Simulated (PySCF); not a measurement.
# C2H7FGeO: the cost of one run

Computed with PySCF 2.14.0, with density-fitted response routines of our own, on a single molecule in the gas phase. Atoms are numbered from 0 throughout.

## 1. The molecule as given

12 atoms, charge 0, multiplicity 1; geometry from: GFN2-xTB. The atoms were then displaced at random by about 0.01 Å, so the start is not that level's minimum.

Bonds of the start (Å): C0–O1 1.44, O1–Ge2 1.75, Ge2–C3 1.93, Ge2–F4 1.73, C0–H5 1.09, C0–H6 1.10, C0–H7 1.07, Ge2–H8 1.55, C3–H9 1.12, C3–H10 1.09, C3–H11 1.09.

## 2. Relaxing the molecule at PBE0-D3(BJ)/def2-SVP

Job settings and geometry (Å):

```
{"job": {"xc": "PBE0", "basis": "def2-SVP", "d3": "d3bj", "grid": 1, "shake": 0.01, "kind": "geom"}, "charge": 0, "multiplicity": 1}
C      1.684860    -0.547570    -1.084370
O      1.023030     0.596930    -0.520560
Ge    -0.119240     0.681020     0.806130
C     -1.805510    -0.185640     0.450230
F     -0.377610     2.389700     0.782660
H      0.936440    -1.235940    -1.482550
H      2.286930    -0.154490    -1.911510
H      2.324310    -1.022680    -0.371330
H      0.599240     0.481800     2.162410
H     -2.566870     0.090480     1.220040
H     -2.204620     0.146990    -0.508070
H     -1.741290    -1.268880     0.447890
```

Command:

```console
$ OMP_NUM_THREADS=1 python probes_run.py task.json out
```

One launch serves the whole session: the jobs run in the order shown.

Q: Estimate the wall time and peak memory of this first job on 1 thread of Intel Xeon Platinum 8259CL at 2.50GHz, shared host.

About 5.3 min, with a peak of 0.52 GiB.
